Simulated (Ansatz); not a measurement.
**B2PLYP/6-31G(d) (spherical functions) run of GaSiH7O (SMILES [SiH3][OH+][GaH3-])**

Aim: the energy change on altering one bond length of GaSiH7O at B2PLYP/6-31G* (spherical functions), from 2 runs. 

The results are computed with Ansatz 0.2.0.

67 further runs of the same task are left out: 1 that didn't finish, 66 set aside as unsound or not needed.

### 1 The system as given

GaSiH7O: 10 atoms, total charge 0, spin state singlet. SMILES: `[SiH3][OH+][GaH3-]`. Geometry: relaxed at PBE0-D4/def2-TZVP.

Bond lengths: Si1–O2 1.685 Å, O2–Ga3 2.176 Å, Si1–H4 1.485 Å, Si1–H5 1.480 Å, Si1–H6 1.475 Å, O2–H7 0.960 Å, Ga3–H8 1.571 Å, Ga3–H9 1.583 Å, Ga3–H10 1.578 Å. Some angles: Si1–O2–Ga3 118.1°, Si1–O2–H7 117.7°, Ga3–O2–H7 112.1°, O2–Si1–H4 106.7°, O2–Si1–H5 110.5°, O2–Si1–H6 105.9°, O2–Ga3–H8 100.1°, O2–Ga3–H9 92.2°, O2–Ga3–H10 95.6°, H4–Si1–H5 110.0°.

### 2 A single-point energy at B2PLYP/6-31G(d) (spherical functions)

Contents of molecule.yaml:

```yaml
crystal:
  periodic: [false, false, false]
  atoms:
    - {symbol: Si, position_ang: [-0.484700, 0.680100, -1.289300]}
    - {symbol: O, position_ang: [-0.772200, -0.233700, 0.097500]}
    - {symbol: Ga, position_ang: [0.882100, -0.551000, 1.475200]}
    - {symbol: H, position_ang: [-1.767100, 0.740000, -2.035000]}
    - {symbol: H, position_ang: [0.556000, 0.040700, -2.124900]}
    - {symbol: H, position_ang: [-0.069600, 2.013200, -0.814500]}
    - {symbol: H, position_ang: [-1.323900, -1.014800, 0.010100]}
    - {symbol: H, position_ang: [0.306600, 0.146600, 2.760300]}
    - {symbol: H, position_ang: [1.885600, 0.253500, 0.552600]}
    - {symbol: H, position_ang: [0.870300, -2.125600, 1.370900]}
basis:
  gaussian: {orbitals: 6-31G_st_-spherical.json}
correlation: {frozen_orbitals: {Ga: 9, H: 0, O: 1, Si: 5}}
output: {orbitals: {seedname: orbitals}}
accuracy: high
hamiltonian: {xc: {name: B2PLYP}}
```

The basis set 6-31G* is read from a file made from the Basis Set Exchange's data (not shown).

On the command line:

```bash
$ ansatz run molecule.yaml --threads 1 --pin off --max-ram 3480MiB --events-out events.jsonl --progress --plain --runs-dir runs
```

Standard output:

```text
Warning: RAYON_NUM_THREADS=1 ignored (pool sized by the plan → 1); use --threads N
Functional definition: B2PLYP
  name "B2PLYP"
  parameter a = 0.53
  parameter c = 0.27
  exchange = (1 - a)*b88_x + a*exact_x
  correlation = (1 - c)*lyp_c + c*(mp2_os + mp2_ss)
1782 factors; integrals over basis functions are off by at most 4.7e-9 eV
mean field evaluation 1: about -62385.8581 eV, gradient 3.6e1 eV
mean field evaluation 2: about -62385.9180 eV, gradient 3.6e1 eV
mean field evaluation 4: about -62388.1728 eV, gradient 2.2e0 eV
mean field evaluation 8: about -62388.1863 eV, gradient 2.1e-2 eV
mean field evaluation 16: about -62388.1863 eV, gradient 3.3e-6 eV
mean field -62388.18632445 eV, -2292.7235591919 hartree, gradient 6.1e-8 eV, S^2 0.000000; 0 other end points of the search recorded, 0 dependent functions left out
15 core orbitals not correlated: weight in the atoms' cores, before any rotation towards them, 1.000 or more for the frozen orbitals, at most 0.000 for the correlated occupied ones
reference -62388.18635476 eV, -2292.7235603058 hartree; 15, 15 occupied and 48, 48 virtual orbitals, 1782 factors
second order -16.81495215 eV of doubles, -0.00000000 eV of singles
Total energy: -62392.72639184 eV, -2292.8904035912 hartree
```

Wall time 13 s (1 thread of Arm Neoverse V1, shared host); peak memory 0.28 GiB.

### 3 The distorted shape, same level

Contents of in.yaml:

```yaml
crystal:
  periodic: [false, false, false]
  atoms:
    - symbol: Si
      position_ang: [-0.816792, -0.386419, -1.669154]
    - symbol: O
      position_ang: [-1.104292, -1.300219, -0.282354]
    - symbol: Ga
      position_ang: [0.550008, -1.617519, 1.095346]
    - symbol: H
      position_ang: [-2.099192, -0.326519, -2.414854]
    - symbol: H
      position_ang: [0.223908, -1.025819, -2.504754]
    - symbol: H
      position_ang: [-0.069600, 2.013200, -0.814500]
    - symbol: H
      position_ang: [-1.655992, -2.081319, -0.369754]
    - symbol: H
      position_ang: [-0.025492, -0.919919, 2.380446]
    - symbol: H
      position_ang: [1.553508, -0.813019, 0.172746]
    - symbol: H
      position_ang: [0.538208, -3.192119, 0.991046]
basis:
  gaussian: {orbitals: 6-31G_st_-spherical.json}
hamiltonian: {xc: {name: B2PLYP}}
correlation: {frozen_orbitals: {Ga: 9, H: 0, O: 1, Si: 5}}
accuracy: high
output: {orbitals: {seedname: orbitals}}
```

The basis set 6-31G* is read from a file made from the Basis Set Exchange's data (not shown).

On the command line:

```bash
$ ansatz run in.yaml --threads 1 --pin off --max-ram 3480MiB --events-out events.jsonl --progress --plain --runs-dir runs
```

Standard output, shortened:

```text
Warning: RAYON_NUM_THREADS=1 ignored (pool sized by the plan → 1); use --threads N
[... 2 set-up lines as earlier in the session ...]
[...]
1781 factors; integrals over basis functions are off by at most 4.7e-9 eV
[...]
mean field -62384.45942064 eV, -2292.5865980032 hartree, gradient 9.4e-8 eV, S^2 0.000000; 0 other end points of the search recorded, 0 dependent functions left out; unrestricted orbitals would lower it
15 core orbitals not correlated: weight in the atoms' cores, before any rotation towards them, 1.000 or more for the frozen orbitals, at most 0.000 for the correlated occupied ones
reference -62384.45945184 eV, -2292.5865991496 hartree; 15, 15 occupied and 48, 48 virtual orbitals, 1781 factors
second order -17.67826402 eV of doubles, -0.00000000 eV of singles
Total energy: -62389.23258312 eV, -2292.7620084890 hartree
```

It took 12 s on 1 thread of Arm Neoverse V1, shared host; peak memory 0.28 GiB.

### 4 What came out

At B2PLYP/6-31G* (spherical functions), 15 core orbitals frozen:

| quantity | value |
| --- | --- |
| first shape: total energy | -2292.89040 Eh |
| first shape: HOMO energy (SCF part's orbitals) | -8.82 eV |
| first shape: LUMO energy (SCF part's orbitals) | 0.46 eV |
| first shape: HOMO–LUMO gap (SCF part's orbitals) | 9.28 eV |
| distorted shape: total energy | -2292.76201 Eh |
| distorted shape: HOMO energy (SCF part's orbitals) | -8.25 eV |
| distorted shape: LUMO energy (SCF part's orbitals) | -1.79 eV |
| distorted shape: HOMO–LUMO gap (SCF part's orbitals) | 6.45 eV |
| energy change with the Si1–H6 bond stretched from 1.475 to 2.655 Å | 3.494 eV |

In words: With the Si1–H6 bond stretched from 1.475 to 2.655 Å the energy rises by 3.49 eV (81 kcal/mol). The first shape isn't relaxed at this level, so the change isn't measured from a minimum. The restricted solution (distorted shape) is unstable to spin breaking: an unrestricted one lies lower.
